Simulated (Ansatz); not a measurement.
# MnZn: the cost of one run

Program: Ansatz 0.2.0 through its Python package. Level of theory: DFT LDA, plane waves, PAW. These are calculated values, not measurements.

### Step 1. The structure

The structure is cubic, space group Pm-3m (No. 221). Conventional cell: a = 3.070 Å, b = 3.070 Å, c = 3.070 Å, α = 90.00°, β = 90.00°, γ = 90.00°. Around Mn (site symmetry m-3m) lie 8 Zn at 2.66 Å. Around Zn (site symmetry m-3m) lie 8 Mn at 2.66 Å.

The script holds or builds the structure itself.

### Step 2. The script

run_kconv.py reads:

```python
'''k-point test for MnZn.'''

import ansatz
import matplotlib.pyplot as plt

SMEARING = 'Marzari-Vanderbilt'

cell = (
    ansatz.Lattice.of((3.07, 0.0, 0.0), (0.0, 3.07, 0.0), (0.0, 0.0, 3.07))
    .atom('Mn', (0.0, 0.0, 0.0))
    .atom('Zn', (0.5, 0.5, 0.5))
    .moments(Mn=2.8)
)

setup = (
    cell.calculation()
    .occupations(SMEARING)  # the run then minimises F = E - TS
    .spin(ansatz.SpinTreatment.COLLINEAR)  # spin-polarised run
    .functional(ansatz.Functional.LDA)
    .pseudopotentials('paw')
)

rows = []
for value in [0.8, 0.6, 0.5, 0.4, 0.33]:
    rep = setup.kpoints(spacing=value).run().report
    rows.append((value, rep['free_energy_ev'] / len(rep['lattice']['sites']), rep['n_iterations'], rep['magnetization_mub'], rep['n_kpoints']))

print('spacing (1/A)   F/atom (eV)    iterations  moment (muB)      k-points')
for row in rows:
    print(f'{str(row[0]):>12s}  {row[1]:12.5f}  {row[2]:12d}  {row[3]:12.3f}  {row[4]:12d}')

# differences from the last row
for row in rows[:-1]:
    shift = 1000 * (row[1] - rows[-1][1])
    print(f'{row[0]}: {shift:+.2f} meV/atom' + ('  (within 5 meV)' if abs(shift) < 5 else ''))
plt.figure(figsize=(4.5, 3))
plt.plot([str(row[0]) for row in rows], [1000 * (row[1] - rows[-1][1]) for row in rows], 'o-')
plt.xlabel('spacing (1/A)')
plt.ylabel('F - F(last) (meV/atom)')
plt.tight_layout()
plt.savefig('kconv.png', dpi=100)
```

### Step 3. The run

On the command line:

```console
$ python run_kconv.py
```

**Question.** How long does this script take on 1 thread of Arm Neoverse V1, shared host, and how much memory does it need?

About 10 s, with a peak of 0.41 GiB.
